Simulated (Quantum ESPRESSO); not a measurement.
# Ge (I4_1/amd) in Quantum ESPRESSO: single point with LDA

Aim: the single point of Ge with LDA.

Program: Quantum ESPRESSO 7.5. These are calculated values, not measurements. Logs are shortened: lines on timing, memory, paths and dates and some standing lists are left out, and cuts for length are marked.

## Step 1: The crystal as given

It takes space group I4_1/amd (No. 141, tetragonal). The conventional cell has a = 3.818 Å, b = 3.818 Å, c = 5.720 Å, α = 90.00°, β = 90.00°, γ = 90.00°. Ge (site symmetry -4m2) has 4 Ge at 2.39 Å as nearest neighbours.

## Step 2: Single point, LDA

The input, pw.in:

```
&CONTROL
  calculation = 'scf'
  prefix = 'pwscf'
  outdir = './tmp'
  pseudo_dir = './pseudo'
  tprnfor = .true.
  tstress = .true.
  disk_io = 'nowf'
/
&SYSTEM
  ibrav = 0
  nat = 2
  ntyp = 1
  ecutwfc = 78
  nbnd = 21
  occupations = 'smearing'
  smearing = 'gaussian'
  degauss = 0.00073499
/
&ELECTRONS
  conv_thr = 4d-10
  electron_maxstep = 120
  mixing_beta = 0.5
/
ATOMIC_SPECIES
Ge    72.6300 Ge.upf
CELL_PARAMETERS angstrom
   0.0000000000    2.7000000000    2.8597500000
   2.7000000000    0.0000000000    2.8597500000
   2.7000000000    2.7000000000    0.0000000000
ATOMIC_POSITIONS crystal
Ge     0.0000000000    0.0000000000    0.0000000000
Ge     0.2500000000    0.2500000000    0.2500000000
K_POINTS automatic
10 10 10 0 0 0
```

Potentials or basis: PseudoDojo 0.4.1 SR LDA standard.

Command:

```
> OMP_NUM_THREADS=1 pw.x -in pw.in > pw.out
```

pw.out:

```text
This program is part of the open-source Quantum ESPRESSO suite
     for quantum simulation of materials; please cite
         "P. Giannozzi et al., J. Phys.:Condens. Matter 21 395502 (2009);
         "P. Giannozzi et al., J. Phys.:Condens. Matter 29 465901 (2017);
         "P. Giannozzi et al., J. Chem. Phys. 152 154105 (2020);
     in publications or presentations arising from this work. More details at

     Message from routine setup:
     using ibrav=0 with symmetry is DISCOURAGED, use correct ibrav instead

     G-vector sticks info
     --------------------
     sticks:   dense  smooth     PW     G-vecs:    dense   smooth      PW
     Sum        1161    1161    349                26199    26199    4249

     Using Slab Decomposition

     bravais-lattice index     =            0
     lattice parameter (alat)  =       7.4322  a.u.
     unit-cell volume          =     281.3729 (a.u.)^3
     number of atoms/cell      =            2
     number of atomic types    =            1
     number of electrons       =        28.00
     number of Kohn-Sham states=           21
     kinetic-energy cutoff     =      78.0000  Ry
     charge density cutoff     =     312.0000  Ry
     scf convergence threshold =      4.0E-10
     mixing beta               =       0.5000
     number of iterations used =            8  plain     mixing
     Exchange-correlation= SLA  PW   NOGX NOGC
                           (   1   4   0   0   0   0   0)

     celldm(1)=   7.432216  celldm(2)=   0.000000  celldm(3)=   0.000000
     celldm(4)=   0.000000  celldm(5)=   0.000000  celldm(6)=   0.000000

     crystal axes: (cart. coord. in units of alat)
               a(1) = (   0.000000   0.686506   0.727124 )
               a(2) = (   0.686506   0.000000   0.727124 )
               a(3) = (   0.686506   0.686506   0.000000 )

     reciprocal axes: (cart. coord. in units 2 pi/alat)
               b(1) = ( -0.728326  0.728326  0.687640 )
               b(2) = (  0.728326 -0.728326  0.687640 )
               b(3) = (  0.728326  0.728326 -0.687640 )

     PseudoPot. # 1 for Ge read from file:
     Ge.upf
     Pseudo is Norm-conserving + core correction, Zval = 14.0
     Generated using ONCVPSP code by D. R. Hamann
     Using radial grid of 1524 points,  6 beta functions with:
                l(1) =   0
                l(2) =   0
                l(3) =   1
                l(4) =   1
                l(5) =   2
                l(6) =   2

     atomic species   valence    mass     pseudopotential
     Ge               14.00    72.63000     Ge( 1.00)

     16 Sym. Ops., with inversion, found ( 8 have fractional translation)

   Cartesian axes

     site n.     atom                  positions (alat units)
         1        Ge     tau(   1) = (   0.0000000   0.0000000   0.0000000  )
         2        Ge     tau(   2) = (   0.3432530   0.3432530   0.3635621  )

     number of k points=   102  Gaussian smearing, width (Ry)=  0.0007

     Number of k-points >= 100: set verbosity='high' to print them.

     Dense  grid:    26199 G-vectors     FFT dimensions: (  48,  48,  48)

     Initial potential from superposition of free atoms

     starting charge      27.9987, renormalised to      28.0000
     Starting wfcs are   18 randomized atomic wfcs +    3 random wfcs

     Self-consistent Calculation

     iteration #  1     ecut=    78.00 Ry     beta= 0.50
     Davidson diagonalization with overlap
     ethr =  1.00E-02,  avg # of iterations =  5.2

     Threshold (ethr) on eigenvalues was too large:
     Diagonalizing with lowered threshold

     Davidson diagonalization with overlap
     ethr =  1.37E-04,  avg # of iterations =  3.4

     total energy              =    -356.93645752 Ry
     estimated scf accuracy    <       0.03960735 Ry

     iteration #  2     ecut=    78.00 Ry     beta= 0.50
     Davidson diagonalization with overlap
     ethr =  1.41E-04,  avg # of iterations =  1.1

     total energy              =    -356.93522785 Ry
     estimated scf accuracy    <       0.00646000 Ry

     iteration #  3     ecut=    78.00 Ry     beta= 0.50
     Davidson diagonalization with overlap
     ethr =  2.31E-05,  avg # of iterations =  3.1

     total energy              =    -356.93570193 Ry
     estimated scf accuracy    <       0.00009029 Ry

     iteration #  4     ecut=    78.00 Ry     beta= 0.50
     Davidson diagonalization with overlap
     ethr =  3.22E-07,  avg # of iterations =  4.6

     total energy              =    -356.93571304 Ry
     estimated scf accuracy    <       0.00000501 Ry

     iteration #  5     ecut=    78.00 Ry     beta= 0.50
     Davidson diagonalization with overlap
     ethr =  1.79E-08,  avg # of iterations =  1.5

     total energy              =    -356.93571318 Ry
     estimated scf accuracy    <       0.00000027 Ry

     iteration #  6     ecut=    78.00 Ry     beta= 0.50
     Davidson diagonalization with overlap
     ethr =  9.63E-10,  avg # of iterations =  2.0

     total energy              =    -356.93571329 Ry
     estimated scf accuracy    <       0.00000005 Ry

     iteration #  7     ecut=    78.00 Ry     beta= 0.50
     Davidson diagonalization with overlap
     ethr =  1.91E-10,  avg # of iterations =  2.0

     total energy              =    -356.93571330 Ry
     estimated scf accuracy    <          5.1E-09 Ry

     iteration #  8     ecut=    78.00 Ry     beta= 0.50
     Davidson diagonalization with overlap
     ethr =  1.81E-11,  avg # of iterations =  2.0

     End of self-consistent calculation

     Number of k-points >= 100: set verbosity='high' to print the bands.

     the Fermi energy is    10.6318 ev

!    total energy              =    -356.93571330 Ry
     estimated scf accuracy    <          1.2E-11 Ry
     smearing contrib. (-TS)   =      -0.00000099 Ry
     internal energy E=F+TS    =    -356.93571231 Ry

     The total energy is F=E-TS. E is the sum of the following terms:
     one-electron contribution =    -175.17723588 Ry
     hartree contribution      =     107.30178960 Ry
     xc contribution           =     -85.95499680 Ry
     ewald contribution        =    -203.10526923 Ry

     convergence has been achieved in   8 iterations

     Forces acting on atoms (cartesian axes, Ry/au):

     atom    1 type  1   force =     0.00000000   -0.00000000   -0.00000000
     atom    2 type  1   force =    -0.00000000    0.00000000    0.00000000

     Total force =     0.000000     Total SCF correction =     0.000000

     Computing stress (Cartesian axis) and pressure

          total   stress  (Ry/bohr**3)                   (kbar)     P=       51.10
   0.00046194   0.00000000  -0.00000000           67.95        0.00       -0.00
   0.00000000   0.00046194   0.00000000            0.00       67.95        0.00
   0.00000000  -0.00000000   0.00011823            0.00       -0.00       17.39

=------------------------------------------------------------------------------=
   JOB DONE.
=------------------------------------------------------------------------------=
```

It took 3.6 min on 1 thread of Arm Neoverse N1, shared host; peak memory 0.15 GiB.

What came out:

| Property | Result |
| --- | --- |
| Free energy | -4856.3578 eV |
| Pressure | 5.1 GPa |
| Band gap on the k mesh | 0.02 eV, indirect (least direct gap 0.38 eV) |

Stress tensor (GPa, compression positive):
```
6.80 0.00 0.00
0.00 6.80 0.00
0.00 0.00 1.74
```

Levels at points of the mesh, in eV from the valence-band top:
```csv
k point,band 12,band 13,band 14,band 15,band 16,band 17
"(0.00, 0.00, 0.00)",-0.50,0.00,0.00,0.38,2.33,2.33
"(0.00, 0.00, -0.50)",-8.22,-1.99,-1.40,0.07,3.48,3.81
"(0.00, -0.50, -0.50)",-9.32,-3.67,-3.67,0.23,0.23,9.71
"(-0.50, -0.50, 0.00)",-9.64,-3.23,-3.23,0.73,0.73,9.90
```

A k mesh can miss the band edges. LDA gaps usually lie below the measured ones, often by a third to a half.
